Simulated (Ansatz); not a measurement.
# Ge4F: the cost of one run

Method: DFT PBE+D3(BJ), scalar-relativistic, plane waves, PAW, in Ansatz 0.2.0.

4 further runs of the same task are left out: 4 set aside as unsound or not needed.

### Step 1. The structure to begin with

Symmetry: Pm, No. 6, monoclinic system. Conventional cell: a = 4.030 Å, b = 4.030 Å, c = 21.742 Å, α = 90.00°, β = 90.00°, γ = 90.00°. Ge (site symmetry m) is surrounded by 2 Ge at 2.47 Å. Ge (site symmetry m) is surrounded by 4 Ge at 2.47 to 2.51 Å. Ge (site symmetry m) has 2 Ge at 2.47 Å and 1 F at 3.44 Å as nearest neighbours. F (site symmetry m) has 1 Ge at 3.44 Å as nearest neighbours.

As a file:

```cif
data_structure
_symmetry_space_group_name_H-M 'P 1'
_symmetry_Int_Tables_number 1
_cell_length_a 4.0304
_cell_length_b 4.0304
_cell_length_c 21.7417
_cell_angle_alpha 90.000
_cell_angle_beta 90.000
_cell_angle_gamma 90.000
_cell_volume 353.17
loop_
_atom_site_label
_atom_site_type_symbol
_atom_site_fract_x
_atom_site_fract_y
_atom_site_fract_z
_atom_site_occupancy
Ge1 Ge 0.00000 0.50000 0.18398 1
Ge2 Ge 0.00000 0.00000 0.24952 1
Ge3 Ge 0.50000 0.00000 0.31819 1
Ge4 Ge 0.50000 0.50000 0.38367 1
F1 F 0.50000 0.62500 0.54005 1
```

This is the geometry of the first run shown, built on a cell relaxed beforehand with the same method.

### Step 2. The scan

Atoms count from 1 in the order of the input.

F is moved over the surface cell at a fixed height above a rigid substrate; the origin of the map has the adsorbate above Ge4; the height is held at 3.40 Å.

The axes are (1) position of F5 along the first surface vector, from above Ge4: 8 values from 0.000 to 0.875, periodic; (2) position of F5 along the second surface vector, from above Ge4: 8 values from 0.000 to 0.875, periodic.

Nothing else is relaxed. Points are written as (first, second).

The two vectors of the plane (Å): (4.030, 0.000, 0.000); (0.000, 4.030, 0.000).

### Step 3. The run at (0/8, 1/8) of the map's two axes

The cell repeats along c, and a dipole correction in the vacuum removes the field between the copies.

input.yaml

```yaml
crystal:
  lattice:
    - [4.0303587917, 0.0, 0.0]
    - [0.0, 4.0303587917, 0.0]
    - [0.0, 0.0, 21.7416627734]
  atoms:
    - { symbol: Ge, position: [0.0, 0.5, 0.1839785688] }
    - { symbol: Ge, position: [0.0, 0.0, 0.2495184969] }
    - { symbol: Ge, position: [0.5, 0.0, 0.3181867399] }
    - { symbol: Ge, position: [0.5, 0.5, 0.3836717946] }
    - { symbol: F, position: [0.5, 0.625, 0.540053578] }
basis:
  ecutwfc: 420
kpoints:
  mp_grid: { grid: [7, 7, 1] }
hamiltonian:
  xc: pbe
  pseudopotentials: { kind: paw, azcp: { folder: soft_1 } }
  dispersion: d3bj
scf:
  occupations: { method: gaussian, width: 0.1 }
output:
  forces: true
  eigenvalues: true
efield:
  axis: 3
  dipole_correction: true
  ramp_width: 0.04
```

Launch:

```
> ansatz run input.yaml --threads 1 --pin off --max-ram 3072MiB --backend cpu --events-out ev --progress --plain --runs-dir out
```

What time and memory should one allow on 1 thread of Intel Xeon Platinum 8559C (Emerald Rapids), shared host?

About 79 s, with a peak of 0.78 GiB.
